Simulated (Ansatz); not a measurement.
# Alloy of GaAs and GaBi (6 of 32 As sites exchanged), 64 atoms

Aim: relax the alloy cell and compare the gap by PBEsol and r²SCAN.

Method: density functional theory in Ansatz 0.2.0, PAW datasets, plane waves.

## 1. Starting point

64 atoms (32 Ga, 6 Bi, 26 As); a = 11.578 Å, b = 11.578 Å, c = 11.578 Å, α = 90.00°, β = 90.00°, γ = 90.00°. All atoms were shaken off their sites by about 0.02 Å along each axis.

Steps to follow: (2) PBEsol cell relaxation at the single k point (¼, ¼, ¼), on 1 × NVIDIA GB300 Max-Q with 8 threads of Arm Neoverse-V2; (3) r²SCAN single point at the single k point (¼, ¼, ¼), on 1 × NVIDIA GB300 Max-Q with 8 threads of Arm Neoverse-V2.

## 2. Relaxing cell and atoms with PBEsol

in.yaml

```yaml
crystal:
  lattice:
    - [11.577542, 0.000000, 0.000000]
    - [0.000000, 11.577542, 0.000000]
    - [0.000000, 0.000000, 11.577542]
  atoms:
    - { symbol: Ga, position: [0.999347, 0.000201, 0.002038] }
    - { symbol: Ga, position: [0.002153, 0.999033, 0.499694] }
    - { symbol: Ga, position: [0.996520, 0.500382, 0.999090] }
    - { symbol: Ga, position: [0.001028, 0.500355, 0.499240] }
    - { symbol: Ga, position: [0.502257, 0.000907, 0.001078] }
    - { symbol: Ga, position: [0.500668, 0.001487, 0.499416] }
    - { symbol: Ga, position: [0.497310, 0.502881, 0.001007] }
    - { symbol: Ga, position: [0.500513, 0.498562, 0.502067] }
    - { symbol: Ga, position: [0.251302, 0.249619, 0.997736] }
    - { symbol: Ga, position: [0.248104, 0.250856, 0.502140] }
    - { symbol: Ga, position: [0.249526, 0.748434, 0.000296] }
    - { symbol: Ga, position: [0.249722, 0.751733, 0.498555] }
    - { symbol: Ga, position: [0.750909, 0.251291, 0.999895] }
    - { symbol: Ga, position: [0.750683, 0.251994, 0.496703] }
    - { symbol: Ga, position: [0.751867, 0.750405, 0.998612] }
    - { symbol: Ga, position: [0.749579, 0.749251, 0.501156] }
    - { symbol: Ga, position: [0.251773, 0.999988, 0.249827] }
    - { symbol: Ga, position: [0.248899, 0.001010, 0.750587] }
    - { symbol: Ga, position: [0.249808, 0.499118, 0.246938] }
    - { symbol: Ga, position: [0.248223, 0.500806, 0.748785] }
    - { symbol: Ga, position: [0.753166, 0.999972, 0.249290] }
    - { symbol: Ga, position: [0.748932, 0.000745, 0.748499] }
    - { symbol: Ga, position: [0.751549, 0.501814, 0.249235] }
    - { symbol: Ga, position: [0.747695, 0.498630, 0.753149] }
    - { symbol: Ga, position: [0.999856, 0.252350, 0.251194] }
    - { symbol: Ga, position: [0.002693, 0.249952, 0.749559] }
    - { symbol: Ga, position: [0.000914, 0.748824, 0.246253] }
    - { symbol: Ga, position: [0.001611, 0.749759, 0.750433] }
    - { symbol: Ga, position: [0.497001, 0.251546, 0.250970] }
    - { symbol: Ga, position: [0.499992, 0.248455, 0.753821] }
    - { symbol: Ga, position: [0.502379, 0.751294, 0.248559] }
    - { symbol: Ga, position: [0.499053, 0.749553, 0.750614] }
    - { symbol: Bi, position: [0.124533, 0.126808, 0.123895] }
    - { symbol: Bi, position: [0.623069, 0.124604, 0.122702] }
    - { symbol: Bi, position: [0.875554, 0.372182, 0.126713] }
    - { symbol: Bi, position: [0.376208, 0.122657, 0.873771] }
    - { symbol: Bi, position: [0.873850, 0.626488, 0.376164] }
    - { symbol: Bi, position: [0.623790, 0.874056, 0.375291] }
    - { symbol: As, position: [0.126243, 0.127720, 0.625697] }
    - { symbol: As, position: [0.122989, 0.624639, 0.125025] }
    - { symbol: As, position: [0.126270, 0.623808, 0.626517] }
    - { symbol: As, position: [0.625125, 0.127660, 0.627679] }
    - { symbol: As, position: [0.625626, 0.627691, 0.124250] }
    - { symbol: As, position: [0.623051, 0.623832, 0.623668] }
    - { symbol: As, position: [0.374550, 0.376249, 0.123678] }
    - { symbol: As, position: [0.371769, 0.374043, 0.623305] }
    - { symbol: As, position: [0.375815, 0.873713, 0.127939] }
    - { symbol: As, position: [0.375213, 0.875324, 0.625305] }
    - { symbol: As, position: [0.875579, 0.372212, 0.625731] }
    - { symbol: As, position: [0.873757, 0.876831, 0.123540] }
    - { symbol: As, position: [0.878931, 0.876097, 0.621163] }
    - { symbol: As, position: [0.378558, 0.125559, 0.375026] }
    - { symbol: As, position: [0.376628, 0.625039, 0.373030] }
    - { symbol: As, position: [0.375403, 0.625164, 0.874018] }
    - { symbol: As, position: [0.875470, 0.127240, 0.377347] }
    - { symbol: As, position: [0.874714, 0.125164, 0.873891] }
    - { symbol: As, position: [0.875119, 0.622744, 0.873509] }
    - { symbol: As, position: [0.124607, 0.376703, 0.374803] }
    - { symbol: As, position: [0.125952, 0.372813, 0.874720] }
    - { symbol: As, position: [0.124430, 0.874654, 0.374145] }
    - { symbol: As, position: [0.124693, 0.875476, 0.875878] }
    - { symbol: As, position: [0.624310, 0.376352, 0.373390] }
    - { symbol: As, position: [0.623862, 0.376805, 0.874919] }
    - { symbol: As, position: [0.623134, 0.876340, 0.872172] }
  symmetry: { detect: false }
kpoints:
  mp_grid: { grid: [1, 1, 1], shift: [0.25, 0.25, 0.25] }
hamiltonian:
  xc: pbesol
scf:
  occupations: { method: fermi_dirac, width: 0.01 }
relax:
  f_tol: 0.03
  max_steps: 80
  escape_saddle: false
  adjacent_minimum: "off"
  cell: { fix: [shape] }
output:
  forces: true
  eigenvalues: true
  populations: true
```

Launch:

```
$ ansatz run in.yaml --threads 8 --pin off --max-ram 118750MiB --runs-dir r --events-out ev --progress --plain --backend cuda --devices 0,
```

The runs that follow: r²SCAN on the final geometry.

What does the calculation give? Wanted: for each run, top filled to lowest empty.

As calculated:

| level | time | top filled to lowest empty (eV) |
| --- | --- | --- |
| PBEsol, relaxation | 12 s (GPU) | 0.76 |
| r²SCAN | 8.2 s (GPU) | 1.17 |

| quantity | value |
| --- | --- |
| relaxation | 6 recorded steps, 3.87 eV gained |
| largest shift | 0.28 Å (Ga23 and others alike) |
| relaxed cell | a = 11.560 Å, b = 11.560 Å, c = 11.560 Å, α = 90.00°, β = 90.00°, γ = 90.00° |
| mean bonds | As–Ga 2.468, Bi–Ga 2.671 Å |

The relaxation lowers the energy by 3.87 eV; the largest shift is 0.28 Å (Ga23 and others alike), while the volume changes by -0.4 %. The mean lengths of the listed bonds run from As–Ga 2.47 Å to Bi–Ga 2.67 Å. Spin–orbit coupling is left out, which matters for the band edges of the heavier elements here. With one k point the spacing samples only the states that fold onto it, so it can exceed the gap over the zone.
